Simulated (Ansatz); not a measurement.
# Mo3H: the cost of one run

Program: Ansatz 0.2.0. Level of theory: DFT PBE, scalar-relativistic, plane waves, PAW, unless a step names another level. These are calculated values, not measurements.

1 further run of the same task is left out (set aside as unsound or not needed). Runs told in other sessions of the task aren't counted.

### Step 1. The structure to begin with

The structure is monoclinic, space group C2/m (No. 12). The conventional cell has a = 4.576 Å, b = 3.135 Å, c = 7.104 Å, α = 90.00°, β = 102.46°, γ = 90.00°. H (site symmetry 2/m) is surrounded by 6 Mo at 2.01 to 2.15 Å. Mo (site symmetry m) is surrounded by 3 H at 2.01 to 2.15 Å. Mo (site symmetry 2/m) has 8 Mo at 2.70 to 2.77 Å in its first shell of neighbours.

As a file:

```cif
data_structure
_symmetry_space_group_name_H-M 'C2/m'
_symmetry_Int_Tables_number 12
_cell_length_a 4.5759
_cell_length_b 3.1348
_cell_length_c 7.1037
_cell_angle_alpha 90.000
_cell_angle_beta 102.464
_cell_angle_gamma 90.000
_cell_volume 99.50
loop_
_atom_site_label
_atom_site_type_symbol
_atom_site_symmetry_multiplicity
_atom_site_Wyckoff_symbol
_atom_site_fract_x
_atom_site_fract_y
_atom_site_fract_z
_atom_site_occupancy
H1 H 2 c 0.00000 0.00000 0.50000 1
Mo1 Mo 4 i 0.90068 0.50000 0.68300 1
Mo2 Mo 2 a 0.00000 0.00000 0.00000 1
```

It came out lowest among 20 distinct ends of the trial cells. At a tolerance of 0.05 Å it has space group C2/m (No. 12).

### Step 2. Relaxing to 0.001 eV/Å, on the response runs' mesh and smearing

input.yaml

```yaml
crystal:
  lattice:
    - [2.2879212757, -1.5673944628, -0.0110372328]
    - [2.2879212757, 1.5673944628, -0.0110372328]
    - [-1.4997202088, 0.0, 6.9435621307]
  atoms:
    - { symbol: H, position: [0.0, 0.0, 0.5] }
    - { symbol: Mo, position: [0.4006758647, 0.4006758647, 0.6830037566] }
    - { symbol: Mo, position: [0.5993241353, 0.5993241353, 0.3169962434] }
    - { symbol: Mo, position: [0.0, 0.0, 0.0] }
basis:
  ecutwfc: 420
kpoints:
  mp_grid: { grid: [16, 16, 6] }
hamiltonian:
  xc: pbe
scf:
  occupations: { method: gaussian, width: 0.1 }
output:
  forces: true
  stress: true
  eigenvalues: true
relax:
  adjacent_minimum: "off"
  f_tol: 0.001
  max_steps: 60
  cell: { stress_tol: 0.01 }
```

On the command line:

```console
$ ansatz run input.yaml --threads 3 --pin off --max-ram 7680MiB --backend cpu --events-out ev --progress --plain --runs-dir out
```

**Question.** How long does this run take on 3 threads of Arm Neoverse V2, shared host, and how much memory does it need?

About 51 s, with a peak of 0.67 GiB.
